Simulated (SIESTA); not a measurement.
This SIESTA 5.4.2 run on TiBr2 needs a look.

Contents of TiBr2.fdf:

```
SystemName                      TiBr2
SystemLabel                     TiBr2
NumberOfSpecies                 2
NumberOfAtoms                   3
%block ChemicalSpeciesLabel
  1  35 Br
  2  22 Ti
%endblock ChemicalSpeciesLabel

LatticeConstant                 1.0 Ang
%block LatticeVectors
     3.6290000000     0.0000000000     0.0000000000
    -1.8145000000     3.1428061903     0.0000000000
     0.0000000000     0.0000000000     6.4920000000
%endblock LatticeVectors
AtomicCoordinatesFormat         Fractional
%block AtomicCoordinatesAndAtomicSpecies
     0.6666666667     0.3333333333     0.7500000000  1  Br
     0.3333333333     0.6666666667     0.2500000000  1  Br
     0.0000000000     0.0000000000     0.0000000000  2  Ti
%endblock AtomicCoordinatesAndAtomicSpecies

%block kgrid.MonkhorstPack
    8   0   0  0.0
    0   8   0  0.0
    0   0   4  0.0
%endblock kgrid.MonkhorstPack
XC.Functional                   LDA
XC.Authors                      PBE
PAO.BasisSize                   DZP
PAO.EnergyShift                 0.003 Ry
Mesh.Cutoff                     800 Ry
OccupationFunction              FD
ElectronicTemperature           0.05 eV
MaxSCFIterations                50
SCF.MustConverge                false
SCF.Mixer.Method                Pulay
SCF.Mixer.Weight                0.25
SCF.Mixer.History               8
SCF.DM.Tolerance                5.0e-05
SCF.H.Tolerance                 1.0e-03 eV
WriteForces                     true
Charge.Mulliken                 end
Charge.Hirshfeld                end
Charge.Voronoi                  end
SaveRho                         true
SaveElectrostaticPotential      true
%block PAO.Basis
  Ti 5
  n=3 0 2
    3.144 0.000
  n=4 0 2
    8.756 0.000
  n=3 1 2
    3.568 0.000
  n=4 1 1
    8.756
  n=3 2 2
    6.267 0.000
%endblock PAO.Basis
```

Potentials or basis: PseudoDojo 0.4 standard (PBE files), DZP (energy shift 0.003 Ry; two zetas on semicore shells).

The run is started by

```console
$ siesta TiBr2.fdf > TiBr2.out 2>&1
```

TiBr2.out:

```text
Version         : 5.4.2

                           ***********************
                           *  WELCOME TO SIESTA  *
                           ***********************

 NOTE: Siesta V5 introduces some new defaults for basis-set generation
 NOTE: which might lead to slightly different numerical results.
 NOTE: Please see the manual for full details and compatibility measures.

[... 96 lines left out ...]
read_vps: Pseudo-core for xc-correction

xc_check: Exchange-correlation functional:
xc_check: LDA PBE
xc_check: WARNING: Pseudopotential generated with GGA PBE functional
LDAXC: Unknown author PBE
Stopping Program from Node:    0
LDAXC: Unknown author PBE
Stopping Program from Node:    0

Program received signal SIGABRT: Process abort signal.

Backtrace for this error:
```

Problem. How did it end, and where is the flaw?

Solution. The program refused the input. The input holds a flaw that was put in on purpose: functional and authors of different families (XC.Mix = left out; XC.Functional = LDA; XC.Authors = PBE).

A sound run on the same cell differs in these lines of the main input:
```diff
@@ -28 +28 @@
-XC.Functional                   LDA
+XC.Functional                   GGA
@@ -35 +35 @@
-MaxSCFIterations                50
+MaxSCFIterations                120
```
